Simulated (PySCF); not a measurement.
# A diatomic session: NaPb

One job finds the state of NaPb, follows it along the bond with each method and fits the curves.

Program: PySCF 2.14.0. Level of theory: Na def2-SVPD, Pb def2-SVPD with ECP60, scalar-relativistic core potentials. These are calculated values, not measurements.

### Step 1. Set-up

A driver script around PySCF takes these settings:

```
atoms                         : Na, Pb
charge                        : 0
basis                         : Na def2-SVPD, Pb def2-SVPD with ECP60
Hamiltonian                   : scalar-relativistic core potentials
basis functions               : 50
electrons treated             : 33
masses in u                   : 22.9898, 207.9766
levels                        : PBE0, PBE, r²SCAN, BHandHLYP, M06, M06-2X, HF, MP2, SCS-MP2, CCSD, CCSD(T)
grid                          : 80 radial by 434 angular points
occupations                   : held fixed by the projection of orbital angular momentum
dissociation limit            : Na + Pb, each in its ground configuration
starting distance in angstrom : 2.970
values of 2S to try           : 1, 3
```

The run is started by

```bash
> OMP_NUM_THREADS=1 python dia.py task.json out
```

Further steps of the session: PBE0 along the bond; Higher solutions at PBE0; PBE (GGA); r²SCAN; BHandHLYP (global hybrid GGA); M06 (hybrid meta-GGA); M06-2X; UHF; Adding correlation.

Before running it: what results should come out? Wanted: for each run, Re; ωe; De; μ.

The runs gave:

Lowest PBE0 solution found, without spin–orbit coupling: ⁴Σ⁻ (quartet), unpaired electrons σ ↑, π ↑↑. State 2 has its PBE0 minimum 0.21 eV higher. State 3 has its PBE0 minimum 0.45 eV higher, as a spin-mixed determinant (⟨S²⟩ = 1.76), so this is no gap between pure states. State 4 has its PBE0 minimum 0.49 eV higher, as a spin-mixed determinant (⟨S²⟩ = 1.76), so this is no gap between pure states. The other levels ran on the lowest alone.

| level | Re (Å) | ωe (cm⁻¹) | De (eV) | μ (D) |
| --- | --- | --- | --- | --- |
| UHF | 3.021 | 162.8 | 0.71 | -7.77 |
| UHF-MP2 | 3.001 | 171.2 | 1.10 | n/a |
| UHF-SCS-MP2 | 3.002 | 170.3 | 0.96 | n/a |
| UHF-CCSD | 3.010 | 168.2 | 1.07 | n/a |
| UHF-CCSD(T) | 3.010 | 168.3 | 1.09 | n/a |
| PBE | 2.999 | 157.9 | 1.08 | -5.84 |
| r²SCAN | 2.966 | 167.9 | 1.26 | -6.70 |
| PBE0 | 2.974 | 164.5 | 1.07 | -6.47 |
| M06 | 2.994 | 165.0 | 1.01 | -6.54 |
| BHandHLYP | 2.965 | 165.4 | 0.89 | -6.60 |
| M06-2X | 2.901 | 187.5 | 1.08 | -7.32 |

De is counted to Na + Pb in their ground configurations. A positive dipole means Na(−)Pb(+).

Differences from CCSD(T) in the same basis:

| level | Re (mÅ) | ωe (%) |
| --- | --- | --- |
| UHF | +11 | -3.3 |
| UHF-MP2 | -9 | +1.7 |
| UHF-SCS-MP2 | -9 | +1.2 |
| UHF-CCSD | 0 | -0.1 |
| PBE | -11 | -6.2 |
| r²SCAN | -44 | -0.2 |
| PBE0 | -36 | -2.2 |
| M06 | -16 | -2.0 |
| BHandHLYP | -46 | -1.7 |
| M06-2X | -109 | +11.4 |

In words: Against CCSD(T) in the same basis, the bond length is nearest at UHF-CCSD (0 mÅ) and farthest at M06-2X (-109 mÅ); the wavenumber is nearest at UHF-CCSD (-0.1 %) and farthest at M06-2X (+11.4 %). CCSD(T) in a basis this small is itself some way from its limit, more so than the functionals. Among the levels with a De in the table, it runs from 0.71 eV (UHF) to 1.26 eV (r²SCAN).

Correlated steps freeze 5 core orbitals. These are scalar-relativistic numbers at best; spin–orbit coupling would shift them, the dissociation energy most. With spin–orbit coupling the term label itself may not hold.
